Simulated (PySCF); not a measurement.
# Rh⁺: excitation energy in x2c-TZVPPall

Each state of rhodium is computed at each level; their differences give the excitation energy. How far do the methods differ?

Method: unrestricted determinants in a Gaussian basis, no spin-orbit coupling in the energies. Code: PySCF 2.14.0.

## Step 1: What is computed

- Element: rhodium (Z = 45)
- Basis: x2c-TZVPPall
- Hamiltonian: the spin-free X2C one-electron Hamiltonian (Gaussian nucleus)
- State 1: Rh⁺: [Kr] 4d7 5s1, high-spin 5F determinant (an excited configuration)
- Needed too, but not shown: Rh⁺ [Kr] 4d8 (3F)
- Methods: UHF, LDA, PBE, PBE0, r2SCAN, HSE06, BHandHLYP, wB97X, LC-wPBE, MP2
- Core shells frozen in the correlated runs: valence: [Kr]; valence and next inner shell: [Ar] 3d10 (for Rh⁺)

The outer shells:

Rh+ [Kr] 4d7 5s1
```
[Kr] core
4d [↑↓][↑↓][↑ ][↑ ][↑ ]
5s [↑ ]
```

The runs were made by one driver on top of PySCF. The scripts below sum up each run's settings (the driver also hands on starting orbitals that pick excited configurations, and frozen orbitals as a list rather than a count), and the logs come from the driver's own runs. The driver starts from symmetry-adapted Hartree-Fock orbitals, holds the occupation by maximum overlap and uses a logarithmic radial grid for functionals, so a plain start would take other cycles.

It was started by

```
> OMP_NUM_THREADS=1 python atomrun2.py TASK.json OUT
```

The integrals over 79 functions and the set-up took 1.6 s of CPU time.

## Step 2: Rh⁺ [Kr] 4d7 5s1, method by method

Level: UHF.

Input file input.py:

```python
from pyscf import gto, scf, dft, mp, cc
import basis_set_exchange as bse
mol = gto.M(atom="Rh 0 0 0", charge=1, spin=4, symmetry="D2h",
            basis=gto.basis.parse(bse.get_basis("x2c-TZVPPall", elements=["Rh"], fmt="nwchem", header=False)),
            nucmod="G")
mf = scf.UHF(mol).sfx2c1e()
mf.irrep_nelec = {'Ag': (9, 7), 'B1g': (2, 2), 'B2g': (2, 1), 'B3g': (2, 1), 'B1u': (3, 3), 'B2u': (3, 3), 'B3u': (3, 3)}
mf.kernel()
```

The program printed:

```text
damping factor = 0
level_shift factor = 0
DIIS = <class 'pyscf.scf.diis.CDIIS'>
diis_start_cycle = 1
diis_space = 10
diis_damp = 0
SCF conv_tol = 1e-09
SCF conv_tol_grad = None
number electrons alpha = 24  beta = 20
cycle= 1 E= -4780.9080591786  delta_E= -0.00837  |g|= 0.0375  |ddm|= 0.0505
cycle= 2 E= -4780.90841526242  delta_E= -0.000356  |g|= 0.00858  |ddm|= 0.0107
cycle= 3 E= -4780.90843862453  delta_E= -2.34e-05  |g|= 0.00151  |ddm|= 0.00448
cycle= 4 E= -4780.90843941516  delta_E= -7.91e-07  |g|= 0.000557  |ddm|= 0.000904
cycle= 5 E= -4780.9084396521  delta_E= -2.37e-07  |g|= 6.04e-05  |ddm|= 0.00063
cycle= 6 E= -4780.90843965476  delta_E= -2.66e-09  |g|= 1.39e-05  |ddm|= 7.71e-05
cycle= 7 E= -4780.90843965486  delta_E= -9.64e-11  |g|= 2.25e-06  |ddm|= 3.43e-05
converged SCF energy = -4780.90843965486  <S^2> = 6.0040631  2S+1 = 5.001625
```

CPU time 9.4 s on a shared host, the integrals not counted.

Orbital energies by shell (radii are means over both spins):

| shell | electrons | mean orbital energy (eV) | spread (eV) | rms radius (bohr) |
| --- | --- | --- | --- | --- |
| 1s α | 1 | -23353.4 | 0 | 0.0374 |
| 1s β | 1 | -23353.4 | 0 | 0.0374 |
| 2s α | 1 | -3478.2 | 0 | 0.154 |
| 2s β | 1 | -3477.3 | 0 | 0.154 |
| 2p α | 3 | -3112.9 | 0 | 0.137 |
| 2p β | 3 | -3112.1 | 0 | 0.137 |
| 3s α | 1 | -666.81 | 0 | 0.415 |
| 3s β | 1 | -666.24 | 0 | 0.415 |
| 3p α | 3 | -543.40 | 0 | 0.419 |
| 3p β | 3 | -542.81 | 0 | 0.419 |
| 3d α | 5 | -346.07 | 0.313 | 0.403 |
| 3d β | 5 | -344.81 | 1.175 | 0.403 |
| 4s α | 1 | -115.66 | 0 | 1.05 |
| 4s β | 1 | -110.23 | 0 | 1.05 |
| 4p α | 3 | -78.612 | 0 | 1.16 |
| 4p β | 3 | -71.960 | 0 | 1.16 |
| 4d α | 5 | -24.423 | 1.159 | 1.59 |
| 4d β | 2 | -21.745 | 0 | 1.59 |
| 5s α | 1 | -15.001 | 0 | 3.13 |

⟨S²⟩ = 6.004, ⟨L²⟩ = 12.05.

Spin-orbit constants on these orbitals (cm⁻¹; bare nucleus, screened nucleus, mean field): 4d 1724, 1341, 1242. To first order in LS coupling the lowest level has J = 5 and lies 0.231 eV below the centre of the term.

Level: LDA.

input.py, as changed from the run before:

```diff
@@ -5,3 +5,3 @@
             nucmod="G")
-mf = scf.UHF(mol).sfx2c1e()
+mf = dft.UKS(mol, xc="LDA,VWN").sfx2c1e()
 mf.irrep_nelec = {'Ag': (9, 7), 'B1g': (2, 2), 'B2g': (2, 1), 'B3g': (2, 1), 'B1u': (3, 3), 'B2u': (3, 3), 'B3u': (3, 3)}
```

The program printed:

```text
damping factor = 0
level_shift factor = 0
DIIS = <class 'pyscf.scf.diis.CDIIS'>
diis_start_cycle = 1
diis_space = 10
diis_damp = 0
SCF conv_tol = 1e-09
SCF conv_tol_grad = None
number electrons alpha = 24  beta = 20
XC functionals = LDA,VWN
    P. A. M. Dirac.,  Math. Proc. Cambridge Philos. Soc. 26, 376 (1930)
    F. Bloch.,  Z. Phys. 57, 545 (1929)
    S. H. Vosko, L. Wilk, and M. Nusair.,  Can. J. Phys. 58, 1200 (1980)
cycle= 1 E= -4778.03214354493  delta_E= -0.0235  |g|= 0.0982  |ddm|= 0.387
cycle= 2 E= -4778.03191475301  delta_E= 0.000229  |g|= 0.0817  |ddm|= 0.098
cycle= 3 E= -4778.03286279976  delta_E= -0.000948  |g|= 0.0178  |ddm|= 0.0549
cycle= 4 E= -4778.03293114658  delta_E= -6.83e-05  |g|= 0.000761  |ddm|= 0.0119
cycle= 5 E= -4778.03293132406  delta_E= -1.77e-07  |g|= 4.1e-05  |ddm|= 0.000676
cycle= 6 E= -4778.03293132454  delta_E= -4.78e-10  |g|= 7.3e-07  |ddm|= 4.82e-05
converged SCF energy = -4778.03293132454  <S^2> = 6.0003372  2S+1 = 5.0001349
```

It used 1 s of CPU time after the integrals (shared host).

Level: PBE.

input.py, as changed from the run before:

```diff
@@ -5,3 +5,3 @@
             nucmod="G")
-mf = dft.UKS(mol, xc="LDA,VWN").sfx2c1e()
+mf = dft.UKS(mol, xc="PBE").sfx2c1e()
 mf.irrep_nelec = {'Ag': (9, 7), 'B1g': (2, 2), 'B2g': (2, 1), 'B3g': (2, 1), 'B1u': (3, 3), 'B2u': (3, 3), 'B3u': (3, 3)}
```

The program printed:

```text
damping factor = 0
level_shift factor = 0
DIIS = <class 'pyscf.scf.diis.CDIIS'>
diis_start_cycle = 1
diis_space = 10
diis_damp = 0
SCF conv_tol = 1e-09
SCF conv_tol_grad = None
number electrons alpha = 24  beta = 20
XC functionals = PBE
    J. P. Perdew, K. Burke, and M. Ernzerhof.,  Phys. Rev. Lett. 77, 3865 (1996)
    J. P. Perdew, K. Burke, and M. Ernzerhof.,  Phys. Rev. Lett. 78, 1396 (1997)
    J. P. Perdew, K. Burke, and M. Ernzerhof.,  Phys. Rev. Lett. 77, 3865 (1996)
    J. P. Perdew, K. Burke, and M. Ernzerhof.,  Phys. Rev. Lett. 78, 1396 (1997)
cycle= 1 E= -4782.84104121855  delta_E= -0.0154  |g|= 0.0655  |ddm|= 0.313
cycle= 2 E= -4782.84100170429  delta_E= 3.95e-05  |g|= 0.0494  |ddm|= 0.0672
cycle= 3 E= -4782.84132721958  delta_E= -0.000326  |g|= 0.0121  |ddm|= 0.0348
cycle= 4 E= -4782.84135927354  delta_E= -3.21e-05  |g|= 0.000525  |ddm|= 0.00851
cycle= 5 E= -4782.84135935704  delta_E= -8.35e-08  |g|= 5.89e-05  |ddm|= 0.000557
cycle= 6 E= -4782.84135935811  delta_E= -1.08e-09  |g|= 1.27e-06  |ddm|= 6.94e-05
cycle= 7 E= -4782.84135935811  delta_E= 5.46e-12  |g|= 3.02e-08  |ddm|= 1.11e-06
converged SCF energy = -4782.84135935811  <S^2> = 6.0007192  2S+1 = 5.0002877
```

CPU time 2.1 s on a shared host, the integrals not counted.

Level: PBE0.

input.py, as changed from the run before:

```diff
@@ -5,3 +5,3 @@
             nucmod="G")
-mf = dft.UKS(mol, xc="PBE").sfx2c1e()
+mf = dft.UKS(mol, xc="PBE0").sfx2c1e()
 mf.irrep_nelec = {'Ag': (9, 7), 'B1g': (2, 2), 'B2g': (2, 1), 'B3g': (2, 1), 'B1u': (3, 3), 'B2u': (3, 3), 'B3u': (3, 3)}
```

The program printed:

```text
damping factor = 0
level_shift factor = 0
DIIS = <class 'pyscf.scf.diis.CDIIS'>
diis_start_cycle = 1
diis_space = 10
diis_damp = 0
SCF conv_tol = 1e-09
SCF conv_tol_grad = None
number electrons alpha = 24  beta = 20
XC functionals = PBE0
    C. Adamo and V. Barone.,  J. Chem. Phys. 110, 6158 (1999)
    M. Ernzerhof and G. E. Scuseria.,  J. Chem. Phys. 110, 5029 (1999)
cycle= 1 E= -4782.92103433488  delta_E= -0.0097  |g|= 0.0346  |ddm|= 0.241
cycle= 2 E= -4782.92113143839  delta_E= -9.71e-05  |g|= 0.0104  |ddm|= 0.0485
cycle= 3 E= -4782.92113745516  delta_E= -6.02e-06  |g|= 0.00278  |ddm|= 0.0061
cycle= 4 E= -4782.92113877564  delta_E= -1.32e-06  |g|= 0.000774  |ddm|= 0.00352
cycle= 5 E= -4782.92113892247  delta_E= -1.47e-07  |g|= 3.9e-05  |ddm|= 0.000683
cycle= 6 E= -4782.92113892306  delta_E= -5.85e-10  |g|= 4.44e-06  |ddm|= 7.41e-05
converged SCF energy = -4782.92113892306  <S^2> = 6.0012135  2S+1 = 5.0004854
```

CPU time 2 s on a shared host, the integrals not counted.

Level: r2SCAN.

input.py, as changed from the run before:

```diff
@@ -5,3 +5,3 @@
             nucmod="G")
-mf = dft.UKS(mol, xc="PBE0").sfx2c1e()
+mf = dft.UKS(mol, xc="R2SCAN").sfx2c1e()
 mf.irrep_nelec = {'Ag': (9, 7), 'B1g': (2, 2), 'B2g': (2, 1), 'B3g': (2, 1), 'B1u': (3, 3), 'B2u': (3, 3), 'B3u': (3, 3)}
```

The program printed:

```text
damping factor = 0
level_shift factor = 0
DIIS = <class 'pyscf.scf.diis.CDIIS'>
diis_start_cycle = 1
diis_space = 10
diis_damp = 0
SCF conv_tol = 1e-09
SCF conv_tol_grad = None
number electrons alpha = 24  beta = 20
XC functionals = R2SCAN
    J. W. Furness, A. D. Kaplan, J. Ning, J. P. Perdew, and J. Sun.,  J. Phys. Chem. Lett. 11, 8208-8215 (2020)
    J. W. Furness, A. D. Kaplan, J. Ning, J. P. Perdew, and J. Sun.,  J. Phys. Chem. Lett. 11, 9248-9248 (2020)
    J. W. Furness, A. D. Kaplan, J. Ning, J. P. Perdew, and J. Sun.,  J. Phys. Chem. Lett. 11, 8208-8215 (2020)
    J. W. Furness, A. D. Kaplan, J. Ning, J. P. Perdew, and J. Sun.,  J. Phys. Chem. Lett. 11, 9248-9248 (2020)
cycle= 1 E= -4783.25363670426  delta_E= -0.0119  |g|= 0.0498  |ddm|= 0.295
cycle= 2 E= -4783.25377130644  delta_E= -0.000135  |g|= 0.0309  |ddm|= 0.0927
cycle= 3 E= -4783.2538833411  delta_E= -0.000112  |g|= 0.00826  |ddm|= 0.0188
cycle= 4 E= -4783.25389845451  delta_E= -1.51e-05  |g|= 0.000727  |ddm|= 0.0107
cycle= 5 E= -4783.25389878965  delta_E= -3.35e-07  |g|= 0.000102  |ddm|= 0.00387
cycle= 6 E= -4783.25389879347  delta_E= -3.83e-09  |g|= 8.67e-06  |ddm|= 0.000345
cycle= 7 E= -4783.25389879349  delta_E= -2.36e-11  |g|= 1.85e-07  |ddm|= 1.77e-05
converged SCF energy = -4783.25389879349  <S^2> = 6.0015381  2S+1 = 5.0006152
```

It used 4.5 s of CPU time after the integrals (shared host).

Level: HSE06.

input.py, as changed from the run before:

```diff
@@ -5,3 +5,3 @@
             nucmod="G")
-mf = dft.UKS(mol, xc="R2SCAN").sfx2c1e()
+mf = dft.UKS(mol, xc="HSE06").sfx2c1e()
 mf.irrep_nelec = {'Ag': (9, 7), 'B1g': (2, 2), 'B2g': (2, 1), 'B3g': (2, 1), 'B1u': (3, 3), 'B2u': (3, 3), 'B3u': (3, 3)}
```

The program printed:

```text
damping factor = 0
level_shift factor = 0
DIIS = <class 'pyscf.scf.diis.CDIIS'>
diis_start_cycle = 1
diis_space = 10
diis_damp = 0
SCF conv_tol = 1e-09
SCF conv_tol_grad = None
number electrons alpha = 24  beta = 20
XC functionals = HSE06
    J. Heyd, G. E. Scuseria, and M. Ernzerhof.,  J. Chem. Phys. 118, 8207 (2003)
    J. Heyd, G. E. Scuseria, and M. Ernzerhof.,  J. Chem. Phys. 124, 219906 (2006)
    A. V. Krukau, O. A. Vydrov, A. F. Izmaylov, and G. E. Scuseria.,  J. Chem. Phys. 125, 224106 (2006)
cycle= 1 E= -4782.87315745003  delta_E= -0.00956  |g|= 0.0396  |ddm|= 0.253
cycle= 2 E= -4782.87322524383  delta_E= -6.78e-05  |g|= 0.0189  |ddm|= 0.0442
cycle= 3 E= -4782.87325797494  delta_E= -3.27e-05  |g|= 0.00561  |ddm|= 0.0113
cycle= 4 E= -4782.87326434428  delta_E= -6.37e-06  |g|= 0.000507  |ddm|= 0.00465
cycle= 5 E= -4782.87326441379  delta_E= -6.95e-08  |g|= 3.29e-05  |ddm|= 0.000305
cycle= 6 E= -4782.87326441416  delta_E= -3.69e-10  |g|= 3.72e-06  |ddm|= 3.25e-05
converged SCF energy = -4782.87326441416  <S^2> = 6.001188  2S+1 = 5.0004752
```

It used 4.8 s of CPU time after the integrals (shared host).

Level: BHandHLYP.

input.py, as changed from the run before:

```diff
@@ -5,3 +5,3 @@
             nucmod="G")
-mf = dft.UKS(mol, xc="HSE06").sfx2c1e()
+mf = dft.UKS(mol, xc="BHANDHLYP").sfx2c1e()
 mf.irrep_nelec = {'Ag': (9, 7), 'B1g': (2, 2), 'B2g': (2, 1), 'B3g': (2, 1), 'B1u': (3, 3), 'B2u': (3, 3), 'B3u': (3, 3)}
```

The program printed:

```text
damping factor = 0
level_shift factor = 0
DIIS = <class 'pyscf.scf.diis.CDIIS'>
diis_start_cycle = 1
diis_space = 10
diis_damp = 0
SCF conv_tol = 1e-09
SCF conv_tol_grad = None
number electrons alpha = 24  beta = 20
XC functionals = BHANDHLYP
    A. D. Becke.,  J. Chem. Phys. 98, 1372 (1993)
    Defined through Gaussian implementation.
cycle= 1 E= -4783.24272293602  delta_E= -0.00756  |g|= 0.0234  |ddm|= 0.168
cycle= 2 E= -4783.24283392318  delta_E= -0.000111  |g|= 0.0043  |ddm|= 0.044
cycle= 3 E= -4783.24283764397  delta_E= -3.72e-06  |g|= 0.000818  |ddm|= 0.0103
cycle= 4 E= -4783.24283788642  delta_E= -2.42e-07  |g|= 0.000195  |ddm|= 0.00335
cycle= 5 E= -4783.24283789544  delta_E= -9.02e-09  |g|= 6.06e-05  |ddm|= 0.000247
cycle= 6 E= -4783.24283789663  delta_E= -1.19e-09  |g|= 3.18e-06  |ddm|= 0.000188
cycle= 7 E= -4783.24283789664  delta_E= -7.28e-12  |g|= 3.99e-07  |ddm|= 1.01e-05
converged SCF energy = -4783.24283789664  <S^2> = 6.0019133  2S+1 = 5.0007653
```

CPU time 2.4 s on a shared host, the integrals not counted.

Level: wB97X.

input.py, as changed from the run before:

```diff
@@ -5,3 +5,3 @@
             nucmod="G")
-mf = dft.UKS(mol, xc="BHANDHLYP").sfx2c1e()
+mf = dft.UKS(mol, xc="WB97X").sfx2c1e()
 mf.irrep_nelec = {'Ag': (9, 7), 'B1g': (2, 2), 'B2g': (2, 1), 'B3g': (2, 1), 'B1u': (3, 3), 'B2u': (3, 3), 'B3u': (3, 3)}
```

The program printed:

```text
damping factor = 0
level_shift factor = 0
DIIS = <class 'pyscf.scf.diis.CDIIS'>
diis_start_cycle = 1
diis_space = 10
diis_damp = 0
SCF conv_tol = 1e-09
SCF conv_tol_grad = None
number electrons alpha = 24  beta = 20
XC functionals = WB97X
    J.-D. Chai and M. Head-Gordon.,  J. Chem. Phys. 128, 084106 (2008)
cycle= 1 E= -4783.36825440997  delta_E= -0.00953  |g|= 0.0325  |ddm|= 0.186
cycle= 2 E= -4783.36849419003  delta_E= -0.00024  |g|= 0.0071  |ddm|= 0.0627
cycle= 3 E= -4783.36851643419  delta_E= -2.22e-05  |g|= 0.00251  |ddm|= 0.0248
cycle= 4 E= -4783.3685203919  delta_E= -3.96e-06  |g|= 0.00161  |ddm|= 0.00886
cycle= 5 E= -4783.36852154992  delta_E= -1.16e-06  |g|= 0.000155  |ddm|= 0.00652
cycle= 6 E= -4783.36852159935  delta_E= -4.94e-08  |g|= 1.32e-05  |ddm|= 0.0016
cycle= 7 E= -4783.36852159961  delta_E= -2.58e-10  |g|= 2.07e-06  |ddm|= 2.34e-05
converged SCF energy = -4783.36852159961  <S^2> = 6.0016007  2S+1 = 5.0006403
```

CPU time 4.2 s on a shared host, the integrals not counted.

Level: LC-wPBE.

input.py, as changed from the run before:

```diff
@@ -5,3 +5,3 @@
             nucmod="G")
-mf = dft.UKS(mol, xc="WB97X").sfx2c1e()
+mf = dft.UKS(mol, xc="LC_WPBE").sfx2c1e()
 mf.irrep_nelec = {'Ag': (9, 7), 'B1g': (2, 2), 'B2g': (2, 1), 'B3g': (2, 1), 'B1u': (3, 3), 'B2u': (3, 3), 'B3u': (3, 3)}
```

The program printed:

```text
damping factor = 0
level_shift factor = 0
DIIS = <class 'pyscf.scf.diis.CDIIS'>
diis_start_cycle = 1
diis_space = 10
diis_damp = 0
SCF conv_tol = 1e-09
SCF conv_tol_grad = None
number electrons alpha = 24  beta = 20
XC functionals = LC_WPBE
    O. A. Vydrov and G. E. Scuseria.,  J. Chem. Phys. 125, 234109 (2006)
cycle= 1 E= -4782.81749691813  delta_E= -0.0121  |g|= 0.0534  |ddm|= 0.204
cycle= 2 E= -4782.81781250945  delta_E= -0.000316  |g|= 0.0148  |ddm|= 0.0762
cycle= 3 E= -4782.8178397282  delta_E= -2.72e-05  |g|= 0.00299  |ddm|= 0.0235
cycle= 4 E= -4782.81784439923  delta_E= -4.67e-06  |g|= 0.00147  |ddm|= 0.0152
cycle= 5 E= -4782.81784534928  delta_E= -9.5e-07  |g|= 0.000135  |ddm|= 0.00566
cycle= 6 E= -4782.81784538275  delta_E= -3.35e-08  |g|= 5.65e-06  |ddm|= 0.00174
cycle= 7 E= -4782.81784538277  delta_E= -1.91e-11  |g|= 8.39e-07  |ddm|= 1.6e-05
converged SCF energy = -4782.81784538277  <S^2> = 6.0011785  2S+1 = 5.0004714
```

CPU time 4.1 s on a shared host, the integrals not counted.

## Step 3: Rh⁺ [Kr] 4d7 5s1, continued

Level: MP2 (valence).

Edit input.py of step 2 so:

```diff
@@ -5,4 +5,5 @@
             nucmod="G")
-mf = dft.UKS(mol, xc="LC_WPBE").sfx2c1e()
+mf = scf.UHF(mol).sfx2c1e()
 mf.irrep_nelec = {'Ag': (9, 7), 'B1g': (2, 2), 'B2g': (2, 1), 'B3g': (2, 1), 'B1u': (3, 3), 'B2u': (3, 3), 'B3u': (3, 3)}
 mf.kernel()
+mp.UMP2(mf, frozen=18).kernel()
```

The driver printed no log here.

It used 0.22 s of CPU time after the integrals (shared host).

With 8 electrons correlated, the MP2 correlation energy is -0.18349 hartree (-0.08395 same spin, -0.09954 opposite spin); the SCS form gives -0.14743. Largest pairs of shells: 4d-4d -0.1534, 4d-5s -0.0301, 5s-5s 0.0000.

Level: MP2 (valence and next inner shell).

input.py, as changed from the run before:

```diff
@@ -8,2 +8,2 @@
 mf.kernel()
-mp.UMP2(mf, frozen=18).kernel()
+mp.UMP2(mf, frozen=14).kernel()
```

The driver printed no log here.

CPU time 0.33 s on a shared host, the integrals not counted.

With 16 electrons correlated, the MP2 correlation energy is -0.47890 hartree (-0.16166 same spin, -0.31724 opposite spin); the SCS form gives -0.43457. Largest pairs of shells: 4p-4d -0.1690, 4d-4d -0.1534, 4p-4p -0.0580, 4d-5s -0.0301, 4s-4p -0.0271.

Radial density 4πr²ρ of Rh⁺ at UHF, without picture-change correction:

| r (bohr) | density | spin density |
| --- | --- | --- |
| 0.000544 | 0.540 | 0.000 |
| 0.000915 | 1.29 | 0.000 |
| 0.00154 | 3.03 | 0.000 |
| 0.00259 | 6.84 | 0.001 |
| 0.00436 | 14.6 | 0.002 |
| 0.00733 | 28.3 | 0.003 |
| 0.0123 | 46.2 | 0.005 |
| 0.0207 | 57.6 | 0.004 |
| 0.0349 | 51.6 | -0.002 |
| 0.0586 | 52.9 | 0.009 |
| 0.0986 | 71.9 | 0.106 |
| 0.166 | 50.9 | 0.395 |
| 0.279 | 55.4 | 0.519 |
| 0.469 | 32.4 | -0.008 |
| 0.790 | 14.8 | 1.469 |
| 1.33 | 10.4 | 2.254 |
| 2.23 | 2.13 | 1.035 |
| 3.76 | 0.306 | 0.255 |
| 6.32 | 0.00907 | 0.009 |
| 10.6 | 1.77e-05 | 0.000 |

## Step 4: Differences of total energies

Excitation energy: Rh⁺ [Kr] 4d8 (3F) → Rh⁺ [Kr] 4d7 5s1 (5F).

| method | value (eV) | error (eV) |
| --- | --- | --- |
| UHF | 1.326 | -0.800 |
| LDA | 2.153 | +0.027 |
| PBE | 2.091 | -0.035 |
| PBE0 | 2.087 | -0.038 |
| r2SCAN | 1.966 | -0.160 |
| HSE06 | 2.048 | -0.077 |
| BHandHLYP | 2.084 | -0.042 |
| wB97X | 2.725 | +0.600 |
| LC-wPBE | 2.350 | +0.225 |
| MP2 (valence) | 2.178 | +0.052 |
| SCS-MP2 (valence) | 2.465 | +0.339 |
| MP2 (valence and next inner shell) | 2.068 | -0.058 |
| SCS-MP2 (valence and next inner shell) | 2.222 | +0.097 |

Reference: 2.126 eV (measured; NIST levels, between the centres of gravity of the two terms). Errors of the correlated levels include the incompleteness of this basis.

The differences also use runs on Rh⁺ [Kr] 4d8 (3F), which are not shown here.

## Step 5: Summary of results

| quantity | value |
| --- | --- |
| excitation energy, Rh⁺ → [Kr] 4d7 5s1 | UHF 1.326, MP2 (valence and next inner shell) 2.068 eV; reference 2.126 |

Accuracy by level (over 1 difference):

| method | mean absolute miss against the measured value (with the measured fine structure taken into account where it is known) (eV) |
| --- | --- |
| UHF | 0.800 |
| LDA | 0.027 |
| PBE | 0.035 |
| PBE0 | 0.038 |
| r2SCAN | 0.160 |
| HSE06 | 0.077 |
| BHandHLYP | 0.042 |
| wB97X | 0.600 |
| LC-wPBE | 0.225 |
| MP2 (valence) | 0.052 |
| SCS-MP2 (valence) | 0.339 |
| MP2 (valence and next inner shell) | 0.058 |
| SCS-MP2 (valence and next inner shell) | 0.097 |

Against experiment LDA comes closest (off by 0.03 eV), level with PBE and UHF is farthest (0.80 eV). PBE is off by -0.03 eV. The basis is finite, and no extrapolation was made.
